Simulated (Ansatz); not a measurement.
# CH7AlFNSi: a ladder of functionals and wavefunction methods

The task here is to estimate one member of a computed series from the others.

The runs use Ansatz 0.2.0, Gaussian basis; functionals in def2-TZVPP, the program's frozen cores in correlated methods.

Plan: PBE-D4, r2SCAN-D4, PBE0-D4, B3LYP-D4, ωB97X-V, ωB97M-V, B2PLYP; CCSD(T)/def2-TZVPP; MP2/def2-QZVPP; extrapolation to the limit.

## The relaxed structure

An earlier PBE0-D4 in a triple-zeta def2 set relaxation fixed the geometry.

SMILES `[CH3][Al]([NH2])[SiH2]F`, 12 atoms, charge 0, spin multiplicity 1.

Atoms are counted from 1 here; the program's logs count them from 0.

Bond lengths: C1–Al2 1.949 Å, C1–H6 1.095 Å, C1–H7 1.093 Å, C1–H8 1.094 Å, Al2–N3 1.771 Å, Al2–Si4 2.470 Å, N3–H9 1.008 Å, N3–H10 1.007 Å, Si4–F5 1.618 Å, Si4–H11 1.494 Å, Si4–H12 1.493 Å. Angles: Al2–C1–H6 111.0°, Al2–C1–H7 112.4°, Al2–C1–H8 111.0°, H6–C1–H7 107.8°, H6–C1–H8 106.5°, H7–C1–H8 107.9°, C1–Al2–N3 120.4°, C1–Al2–Si4 124.3°, N3–Al2–Si4 115.3°, Al2–N3–H9 125.0°, Al2–N3–H10 125.1°, H9–N3–H10 109.9°, Al2–Si4–F5 109.9°, Al2–Si4–H11 113.6°, Al2–Si4–H12 114.0°, F5–Si4–H11 106.4°, F5–Si4–H12 106.6°, H11–Si4–H12 105.8°.

Set-up of the first run:

Contents of in.yaml:

```yaml
crystal:
  periodic: [false, false, false]
  atoms:
    - {symbol: C, position_ang: [-1.559669, -0.436322, 1.231378]}
    - {symbol: Al, position_ang: [0.128421, -0.145589, 0.300859]}
    - {symbol: N, position_ang: [1.658744, -0.628574, 1.050001]}
    - {symbol: Si, position_ang: [0.322351, 0.850145, -1.950972]}
    - {symbol: F, position_ang: [-0.900060, 1.878900, -2.206552]}
    - {symbol: H, position_ang: [-2.197989, -1.131799, 0.676904]}
    - {symbol: H, position_ang: [-1.417014, -0.842803, 2.236156]}
    - {symbol: H, position_ang: [-2.123449, 0.497260, 1.322702]}
    - {symbol: H, position_ang: [1.746707, -1.073296, 1.950292]}
    - {symbol: H, position_ang: [2.570805, -0.491938, 0.644994]}
    - {symbol: H, position_ang: [0.266227, -0.154032, -3.055500]}
    - {symbol: H, position_ang: [1.581925, 1.622949, -2.166160]}
basis:
  gaussian: {orbitals: def2-TZVPP}
hamiltonian: {xc: pbe, dispersion: d4}
output: {forces: true, orbitals: {seedname: orbitals}}
```

On the command line:

```
$ ansatz run in.yaml --threads 4 --pin off --events-out ev --progress --plain --max-ram 10444MiB
```

Among the steps run: PBE-D4 (GGA); r2SCAN-D4 (meta-GGA); PBE0-D4 (hybrid); B3LYP-D4 (hybrid); ωB97X-V (range-separated); ωB97M-V (range-separated); B2PLYP (double hybrid); CCSD(T) in def2-TZVPP; MP2 in def2-QZVPP.

One of the session's tables, all rows but one given; the rest of the session is left out.

| method | atomisation energy (kcal/mol) |
| --- | --- |
| PBE-D4 | 999.2 |
| r2SCAN-D4 | 992.1 |
| PBE0-D4 | 985.3 |
| B3LYP-D4 | ? |
| ωB97X-V | 997.4 |
| ωB97M-V | 994.4 |
| B2PLYP | 981.8 |
| HF/def2-TZVPP | 730.9 |
| MP2/def2-TZVPP | 977.0 |
| CCSD/def2-TZVPP | 955.1 |
| CCSD(T)/def2-TZVPP | 967.0 |
| MP2/CBS | 1005.4 |
| CCSD(T)/CBS | 995.4 |

Estimate the missing values for B3LYP-D4.

As computed: atomisation energy (kcal/mol): 992.4. In the column «atomisation energy (kcal/mol)» it lies between r2SCAN-D4 (992.1) and ωB97M-V (994.4).
